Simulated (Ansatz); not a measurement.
# AlGa2Sb3: the cost of one run

Program: Ansatz 0.2.0. Level of theory: DFT PBE, scalar-relativistic, plane waves, PAW, unless a step names another level. These are calculated values, not measurements.

1 further run of the same task is left out (set aside as unsound or not needed). Runs told in other sessions of the task aren't counted.

### Step 1. The system as given

Symmetry: P6_3mc, No. 186, hexagonal system. The conventional cell has a = 4.383 Å, b = 4.383 Å, c = 21.665 Å, α = 90.00°, β = 90.00°, γ = 120.00°. Around Al (site symmetry 3m) lie 4 Sb at 2.69 to 2.71 Å. Ga (site symmetry 3m) is surrounded by 4 Sb at 2.69 to 2.70 Å. Sb (site symmetry 3m) has 3 Al at 2.69 Å and 1 Ga at 2.70 Å in its first shell of neighbours. Sb (site symmetry 3m) has 4 Ga at 2.69 to 2.70 Å in its first shell of neighbours. Sb (site symmetry 3m) has 3 Ga at 2.69 Å and 1 Al at 2.71 Å in its first shell of neighbours.

As a file:

```xyz
12
Lattice="4.3826 0.0000 0.0000 -2.1913 3.7955 0.0000 0.0000 0.0000 21.6655" Properties=species:S:1:pos:R:3 pbc="T T T"
Al    2.1913    1.2652   18.0517
Al    0.0000    2.5303    7.2190
Ga    2.1913    1.2652    3.6131
Ga    2.1913    1.2652   10.8408
Ga    0.0000    2.5303    0.0081
Ga    0.0000    2.5303   14.4458
Sb    2.1913    1.2652    6.3136
Sb    2.1913    1.2652   13.5393
Sb    2.1913    1.2652   20.7604
Sb    0.0000    2.5303    2.7065
Sb    0.0000    2.5303    9.9276
Sb    0.0000    2.5303   17.1463
```

It is the end of an earlier relaxation with the same method, from a generated guess; it is a trial structure. At a tolerance of 0.05 Å it has space group P6_3mc (No. 186); it has 30.03 Å³/atom, an uncorrected energy of -0.16 eV/atom over the elements.

### Step 2. Bands, states and charges

Input file input.yaml:

```yaml
crystal:
  lattice:
    - [4.3826486942, -2.89e-08, 0.0]
    - [-2.1913243221, 3.7954851195, 0.0]
    - [0.0, 0.0, 21.6654728]
  atoms:
    - { symbol: Al, position: [0.6666666667, 0.3333333333, 0.833201] }
    - { symbol: Al, position: [0.3333333333, 0.6666666667, 0.333201] }
    - { symbol: Ga, position: [0.6666666667, 0.3333333333, 0.166767] }
    - { symbol: Ga, position: [0.6666666667, 0.3333333333, 0.500372] }
    - { symbol: Ga, position: [0.3333333333, 0.6666666667, 0.000372] }
    - { symbol: Ga, position: [0.3333333333, 0.6666666667, 0.666767] }
    - { symbol: Sb, position: [0.6666666667, 0.3333333333, 0.291413] }
    - { symbol: Sb, position: [0.6666666667, 0.3333333333, 0.624924] }
    - { symbol: Sb, position: [0.6666666667, 0.3333333333, 0.958224] }
    - { symbol: Sb, position: [0.3333333333, 0.6666666667, 0.124924] }
    - { symbol: Sb, position: [0.3333333333, 0.6666666667, 0.458224] }
    - { symbol: Sb, position: [0.3333333333, 0.6666666667, 0.791413] }
basis:
  ecutwfc: 420
kpoints:
  mp_grid: { grid: [12, 12, 2] }
  band_path:
    path:
      - [[0.0, 0.0, 0.0], [0.5, 0.0, 0.0], [0.33333333, 0.33333333, 0.0], [0.0, 0.0, 0.0], [0.0, 0.0, 0.5], [0.5, 0.0, 0.5], [0.33333333, 0.33333333, 0.5], [0.0, 0.0, 0.5]]
      - [[0.5, 0.0, 0.5], [0.5, 0.0, 0.0]]
      - [[0.33333333, 0.33333333, 0.5], [0.33333333, 0.33333333, 0.0]]
    npoints: 10
hamiltonian:
  xc: pbe
scf:
  occupations: { method: gaussian, width: 0.1 }
  n_extra_bands: 30
output:
  forces: true
  stress: true
  eigenvalues: true
  populations: true
  dos: { projected: true, de: 0.02, nscf_kmesh: { grid: [15, 15, 3] } }
  bader: false
```

Run with:

```console
> ansatz run input.yaml --threads 4 --pin off --max-ram 8192MiB --backend cpu --events-out ev --progress --plain --runs-dir out
```

What time and memory should one allow on 4 threads of Arm Neoverse V1, shared host?

About 4 min, with a peak of 2.7 GiB.
